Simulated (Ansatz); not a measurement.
Molecular dynamics of LiP4Ru2O14

Input file:

```yaml
accuracy: low
crystal:
  lattice:
    - [4.860553, 0.0, 0.0]
    - [-1.978881, 6.726021, 0.0]
    - [-0.353053, -0.340343, 7.958647]
  atoms:
    - { symbol: Li, position: [0.0, 0.0, 0.5] }
    - { symbol: P, position: [0.37867, 0.772387, 0.79594] }
    - { symbol: P, position: [0.62133, 0.227613, 0.20406] }
    - { symbol: P, position: [0.027376, 0.627886, 0.260459] }
    - { symbol: P, position: [0.972624, 0.372114, 0.739541] }
    - { symbol: Ru, position: [0.5, 0.5, 0.5] }
    - { symbol: Ru, position: [0.0, 0.0, 0.0] }
    - { symbol: O, position: [0.106004, 0.801015, 0.1473] }
    - { symbol: O, position: [0.893996, 0.198985, 0.8527] }
    - { symbol: O, position: [0.483139, 0.761836, 0.616677] }
    - { symbol: O, position: [0.516861, 0.238164, 0.383323] }
    - { symbol: O, position: [0.196946, 0.55225, 0.843855] }
    - { symbol: O, position: [0.803054, 0.44775, 0.156145] }
    - { symbol: O, position: [0.178022, 0.909099, 0.792155] }
    - { symbol: O, position: [0.821978, 0.090901, 0.207845] }
    - { symbol: O, position: [0.297469, 0.560375, 0.296588] }
    - { symbol: O, position: [0.702531, 0.439625, 0.703412] }
    - { symbol: O, position: [0.61422, 0.818135, 0.936753] }
    - { symbol: O, position: [0.38578, 0.181865, 0.063247] }
    - { symbol: O, position: [0.11589, 0.322133, 0.579494] }
    - { symbol: O, position: [0.88411, 0.677867, 0.420506] }
basis:
  ecutwfc: 420.0
kpoints:
  mp_grid: { grid: [2, 2, 2] }
hamiltonian:
  xc: pbesol
scf:
  occupations: { method: fermi_dirac, width: 0.05 }
  lower_state_search: "off"
md:
  timestep: 1.5
  n_steps: 70
  ensemble: nvt_nose_hoover
  temperature: 500.0
  initial_velocities: maxwell_boltzmann
  seed: 566521
  nose_hoover: { tau: 100.0, chain_length: 1 }
```

Command:

```bash
$ ansatz run input.yaml --threads 1 --pin off --max-ram 3072MiB --backend cpu --events-out ev --progress --plain --runs-dir out
```

It starts from an unrelaxed structure (largest force component 0.61 eV/Å).

Output, in part (step lines):

```
md step     0: t =     0.00 fs  T =   500.0 K  F+E_penalty+E_count = -22650.81299700 eV  E_kin = 1.292600 eV  conserved = -22649.52039701 eV  (20 SCF iters)
md step     1: t =     1.50 fs  T =   492.4 K  F+E_penalty+E_count = -22650.79312931 eV  E_kin = 1.273000 eV  conserved = -22649.52013026 eV  (17 SCF iters)
md step     2: t =     3.00 fs  T =   467.7 K  F+E_penalty+E_count = -22650.72842040 eV  E_kin = 1.209225 eV  conserved = -22649.51920805 eV  (16 SCF iters)
md step     3: t =     4.50 fs  T =   431.3 K  F+E_penalty+E_count = -22650.63295770 eV  E_kin = 1.115104 eV  conserved = -22649.51791226 eV  (16 SCF iters)
md step     4: t =     6.00 fs  T =   390.9 K  F+E_penalty+E_count = -22650.52687434 eV  E_kin = 1.010443 eV  conserved = -22649.51659726 eV  (16 SCF iters)
md step     5: t =     7.50 fs  T =   354.1 K  F+E_penalty+E_count = -22650.43075480 eV  E_kin = 0.915516 eV  conserved = -22649.51559607 eV  (8 SCF iters)
md step     6: t =     9.00 fs  T =   327.2 K  F+E_penalty+E_count = -22650.36036257 eV  E_kin = 0.845878 eV  conserved = -22649.51513179 eV  (6 SCF iters)
md step     7: t =    10.50 fs  T =   312.9 K  F+E_penalty+E_count = -22650.32308297 eV  E_kin = 0.808866 eV  conserved = -22649.51526412 eV  (6 SCF iters)
md step     8: t =    12.00 fs  T =   310.5 K  F+E_penalty+E_count = -22650.31692488 eV  E_kin = 0.802604 eV  conserved = -22649.51589247 eV  (6 SCF iters)
md step     9: t =    13.50 fs  T =   316.2 K  F+E_penalty+E_count = -22650.33204412 eV  E_kin = 0.817471 eV  conserved = -22649.51681006 eV  (8 SCF iters)
md step    10: t =    15.00 fs  T =   324.7 K  F+E_penalty+E_count = -22650.35400302 eV  E_kin = 0.839290 eV  conserved = -22649.51776703 eV  (17 SCF iters)
md step    11: t =    16.50 fs  T =   330.1 K  F+E_penalty+E_count = -22650.36782015 eV  E_kin = 0.853336 eV  conserved = -22649.51850752 eV  (6 SCF iters)
md step    12: t =    18.00 fs  T =   328.2 K  F+E_penalty+E_count = -22650.36213472 eV  E_kin = 0.848467 eV  conserved = -22649.51879494 eV  (6 SCF iters)
md step    13: t =    19.50 fs  T =   317.5 K  F+E_penalty+E_count = -22650.33295521 eV  E_kin = 0.820830 eV  conserved = -22649.51846554 eV  (5 SCF iters)
md step    14: t =    21.00 fs  T =   300.2 K  F+E_penalty+E_count = -22650.28605966 eV  E_kin = 0.776157 eV  conserved = -22649.51753438 eV  (5 SCF iters)
md step    15: t =    22.50 fs  T =   282.0 K  F+E_penalty+E_count = -22650.23646661 eV  E_kin = 0.729153 eV  conserved = -22649.51629756 eV  (6 SCF iters)
md step    16: t =    24.00 fs  T =   270.3 K  F+E_penalty+E_count = -22650.20363505 eV  E_kin = 0.698752 eV  conserved = -22649.51528998 eV  (7 SCF iters)
md step    17: t =    25.50 fs  T =   270.8 K  F+E_penalty+E_count = -22650.20320722 eV  E_kin = 0.700126 eV  conserved = -22649.51502607 eV  (5 SCF iters)
md step    18: t =    27.00 fs  T =   285.2 K  F+E_penalty+E_count = -22650.23923632 eV  E_kin = 0.737237 eV  conserved = -22649.51567327 eV  (6 SCF iters)
md step    19: t =    28.50 fs  T =   309.6 K  F+E_penalty+E_count = -22650.30166907 eV  E_kin = 0.800394 eV  conserved = -22649.51694627 eV  (6 SCF iters)
md step    20: t =    30.00 fs  T =   336.6 K  F+E_penalty+E_count = -22650.37058554 eV  E_kin = 0.870252 eV  conserved = -22649.51831738 eV  (16 SCF iters)
md step    21: t =    31.50 fs  T =   358.0 K  F+E_penalty+E_count = -22650.42425972 eV  E_kin = 0.925551 eV  conserved = -22649.51931060 eV  (5 SCF iters)
md step    22: t =    33.00 fs  T =   367.7 K  F+E_penalty+E_count = -22650.44667600 eV  E_kin = 0.950475 eV  conserved = -22649.51965859 eV  (6 SCF iters)
md step    23: t =    34.50 fs  T =   363.2 K  F+E_penalty+E_count = -22650.43190313 eV  E_kin = 0.939031 eV  conserved = -22649.51931934 eV  (5 SCF iters)
md step    24: t =    36.00 fs  T =   346.6 K  F+E_penalty+E_count = -22650.38493572 eV  E_kin = 0.895971 eV  conserved = -22649.51842930 eV  (5 SCF iters)
md step    25: t =    37.50 fs  T =   322.9 K  F+E_penalty+E_count = -22650.31959669 eV  E_kin = 0.834773 eV  conserved = -22649.51725393 eV  (5 SCF iters)
md step    26: t =    39.00 fs  T =   299.2 K  F+E_penalty+E_count = -22650.25427546 eV  E_kin = 0.773453 eV  conserved = -22649.51613598 eV  (6 SCF iters)
md step    27: t =    40.50 fs  T =   282.1 K  F+E_penalty+E_count = -22650.20647691 eV  E_kin = 0.729208 eV  conserved = -22649.51541220 eV  (5 SCF iters)
md step    28: t =    42.00 fs  T =   275.9 K  F+E_penalty+E_count = -22650.18752714 eV  E_kin = 0.713216 eV  conserved = -22649.51531158 eV  (4 SCF iters)
md step    29: t =    43.50 fs  T =   281.3 K  F+E_penalty+E_count = -22650.19899003 eV  E_kin = 0.727113 eV  conserved = -22649.51587567 eV  (6 SCF iters)
md step    30: t =    45.00 fs  T =   294.9 K  F+E_penalty+E_count = -22650.23206071 eV  E_kin = 0.762381 eV  conserved = -22649.51692555 eV  (13 SCF iters)
md step    31: t =    46.50 fs  T =   310.7 K  F+E_penalty+E_count = -22650.27044120 eV  E_kin = 0.803155 eV  conserved = -22649.51808909 eV  (6 SCF iters)
md step    32: t =    48.00 fs  T =   321.8 K  F+E_penalty+E_count = -22650.29623149 eV  E_kin = 0.831995 eV  conserved = -22649.51889346 eV  (6 SCF iters)
md step    33: t =    49.50 fs  T =   323.8 K  F+E_penalty+E_count = -22650.29730218 eV  E_kin = 0.837097 eV  conserved = -22649.51893070 eV  (5 SCF iters)
md step    34: t =    51.00 fs  T =   316.5 K  F+E_penalty+E_count = -22650.27345594 eV  E_kin = 0.818263 eV  conserved = -22649.51808580 eV  (4 SCF iters)
md step    35: t =    52.50 fs  T =   304.9 K  F+E_penalty+E_count = -22650.23791699 eV  E_kin = 0.788274 eV  conserved = -22649.51671279 eV  (5 SCF iters)
md step    36: t =    54.00 fs  T =   296.9 K  F+E_penalty+E_count = -22650.21171925 eV  E_kin = 0.767424 eV  conserved = -22649.51554606 eV  (6 SCF iters)
md step    37: t =    55.50 fs  T =   299.0 K  F+E_penalty+E_count = -22650.21262985 eV  E_kin = 0.772914 eV  conserved = -22649.51524707 eV  (6 SCF iters)
md step    38: t =    57.00 fs  T =   313.1 K  F+E_penalty+E_count = -22650.24528819 eV  E_kin = 0.809447 eV  conserved = -22649.51591137 eV  (6 SCF iters)
md step    39: t =    58.50 fs  T =   335.6 K  F+E_penalty+E_count = -22650.29958793 eV  E_kin = 0.867570 eV  conserved = -22649.51703988 eV  (7 SCF iters)
md step    40: t =    60.00 fs  T =   359.9 K  F+E_penalty+E_count = -22650.35783448 eV  E_kin = 0.930310 eV  conserved = -22649.51798783 eV  (15 SCF iters)
md step    41: t =    61.50 fs  T =   380.0 K  F+E_penalty+E_count = -22650.40441624 eV  E_kin = 0.982391 eV  conserved = -22649.51839821 eV  (6 SCF iters)
md step    42: t =    63.00 fs  T =   393.0 K  F+E_penalty+E_count = -22650.43160176 eV  E_kin = 1.015977 eV  conserved = -22649.51828039 eV  (6 SCF iters)
md step    43: t =    64.50 fs  T =   398.9 K  F+E_penalty+E_count = -22650.43990243 eV  E_kin = 1.031252 eV  conserved = -22649.51784128 eV  (6 SCF iters)
md step    44: t =    66.00 fs  T =   399.9 K  F+E_penalty+E_count = -22650.43521200 eV  E_kin = 1.033784 eV  conserved = -22649.51730602 eV  (5 SCF iters)
md step    45: t =    67.50 fs  T =   398.9 K  F+E_penalty+E_count = -22650.42538060 eV  E_kin = 1.031203 eV  conserved = -22649.51683546 eV  (5 SCF iters)
md step    46: t =    69.00 fs  T =   398.7 K  F+E_penalty+E_count = -22650.41760140 eV  E_kin = 1.030602 eV  conserved = -22649.51651979 eV  (5 SCF iters)
md step    47: t =    70.50 fs  T =   401.1 K  F+E_penalty+E_count = -22650.41682062 eV  E_kin = 1.036917 eV  conserved = -22649.51640072 eV  (7 SCF iters)
md step    48: t =    72.00 fs  T =   407.0 K  F+E_penalty+E_count = -22650.42490803 eV  E_kin = 1.052053 eV  conserved = -22649.51649274 eV  (6 SCF iters)
md step    49: t =    73.50 fs  T =   415.6 K  F+E_penalty+E_count = -22650.44032798 eV  E_kin = 1.074535 eV  conserved = -22649.51678933 eV  (6 SCF iters)
md step    50: t =    75.00 fs  T =   425.3 K  F+E_penalty+E_count = -22650.45822868 eV  E_kin = 1.099576 eV  conserved = -22649.51725442 eV  (16 SCF iters)
md step    51: t =    76.50 fs  T =   433.1 K  F+E_penalty+E_count = -22650.47108066 eV  E_kin = 1.119717 eV  conserved = -22649.51780323 eV  (5 SCF iters)
md step    52: t =    78.00 fs  T =   435.7 K  F+E_penalty+E_count = -22650.47011218 eV  E_kin = 1.126262 eV  conserved = -22649.51829009 eV  (6 SCF iters)
md step    53: t =    79.50 fs  T =   430.0 K  F+E_penalty+E_count = -22650.44770476 eV  E_kin = 1.111663 eV  conserved = -22649.51851960 eV  (6 SCF iters)
md step    54: t =    81.00 fs  T =   414.9 K  F+E_penalty+E_count = -22650.40043580 eV  E_kin = 1.072514 eV  conserved = -22649.51831462 eV  (6 SCF iters)
md step    55: t =    82.50 fs  T =   391.5 K  F+E_penalty+E_count = -22650.33167248 eV  E_kin = 1.012062 eV  conserved = -22649.51763664 eV  (6 SCF iters)
md step    56: t =    84.00 fs  T =   363.8 K  F+E_penalty+E_count = -22650.25202007 eV  E_kin = 0.940618 eV  conserved = -22649.51667496 eV  (6 SCF iters)
md step    57: t =    85.50 fs  T =   337.6 K  F+E_penalty+E_count = -22650.17634402 eV  E_kin = 0.872650 eV  conserved = -22649.51580775 eV  (7 SCF iters)
md step    58: t =    87.00 fs  T =   317.7 K  F+E_penalty+E_count = -22650.11800676 eV  E_kin = 0.821232 eV  conserved = -22649.51540094 eV  (5 SCF iters)
md step    59: t =    88.50 fs  T =   306.6 K  F+E_penalty+E_count = -22650.08334662 eV  E_kin = 0.792745 eV  conserved = -22649.51556588 eV  (7 SCF iters)
md step    60: t =    90.00 fs  T =   303.7 K  F+E_penalty+E_count = -22650.06991934 eV  E_kin = 0.785121 eV  conserved = -22649.51609452 eV  (14 SCF iters)
md step    61: t =    91.50 fs  T =   305.8 K  F+E_penalty+E_count = -22650.06946393 eV  E_kin = 0.790589 eV  conserved = -22649.51663380 eV  (6 SCF iters)
md step    62: t =    93.00 fs  T =   309.7 K  F+E_penalty+E_count = -22650.07315238 eV  E_kin = 0.800651 eV  conserved = -22649.51692594 eV  (5 SCF iters)
md step    63: t =    94.50 fs  T =   313.3 K  F+E_penalty+E_count = -22650.07561922 eV  E_kin = 0.810009 eV  conserved = -22649.51691938 eV  (6 SCF iters)
md step    64: t =    96.00 fs  T =   316.3 K  F+E_penalty+E_count = -22650.07603044 eV  E_kin = 0.817717 eV  conserved = -22649.51671745 eV  (5 SCF iters)
md step    65: t =    97.50 fs  T =   319.5 K  F+E_penalty+E_count = -22650.07674500 eV  E_kin = 0.825981 eV  conserved = -22649.51646718 eV  (6 SCF iters)
md step    66: t =    99.00 fs  T =   324.2 K  F+E_penalty+E_count = -22650.08113951 eV  E_kin = 0.838091 eV  conserved = -22649.51627751 eV  (5 SCF iters)
md step    67: t =   100.50 fs  T =   331.4 K  F+E_penalty+E_count = -22650.09187934 eV  E_kin = 0.856716 eV  conserved = -22649.51619072 eV  (5 SCF iters)
md step    68: t =   102.00 fs  T =   341.6 K  F+E_penalty+E_count = -22650.11014467 eV  E_kin = 0.883113 eV  conserved = -22649.51619627 eV  (6 SCF iters)
md step    69: t =   103.50 fs  T =   354.7 K  F+E_penalty+E_count = -22650.13565001 eV  E_kin = 0.917095 eV  conserved = -22649.51626741 eV  (6 SCF iters)
md step    70: t =   105.00 fs  T =   370.3 K  F+E_penalty+E_count = -22650.16695035 eV  E_kin = 0.957290 eV  conserved = -22649.51639474 eV  (14 SCF iters)
```

The run went to its last step. The conserved energy stayed within 0.26 meV per atom of its start (net change 0.19 meV per atom), so the integration is sound. The mean temperature of the second half is 28 % below the set value. A run of 0.1 ps of so small a system gives no equilibrium averages. Limits of this set-up: coarse k mesh, odd electron count without spin, low accuracy level.

Mean squared displacements from the first frame to the last, about the centre of mass: Li 2.13 Å², P 0.03 Å², Ru 0.00 Å², O 0.17 Å².

Last frame:

```xyz
21
Lattice="4.8606 0.0000 0.0000 -1.9789 6.7260 0.0000 -0.3531 -0.3403 7.9586" Properties=species:S:1:pos:R:3
Li -1.460 0.117 3.347
P 0.100 4.789 6.411
P 2.481 1.604 1.494
P -1.371 4.212 2.093
P 3.892 2.216 5.920
Ru 1.256 3.208 3.956
Ru 0.048 -0.075 0.013
O -0.867 5.459 1.308
O 3.463 1.007 6.793
O 0.302 4.705 4.911
O 2.107 1.591 2.991
O -0.345 3.301 6.934
O 2.795 3.142 1.121
O -0.950 5.899 6.649
O 3.680 0.621 1.454
O -0.202 3.440 2.737
O 2.753 2.898 5.166
O 1.381 4.935 7.387
O 1.280 1.326 0.612
O 0.126 1.846 4.902
O 2.398 4.688 3.082
```

The run took 9 min on 1 thread of Intel(R) Xeon(R) Platinum 8259CL CPU @ 2.50GHz (Skylake/Cascade Lake), on a shared host, peak memory 0.8 GiB.
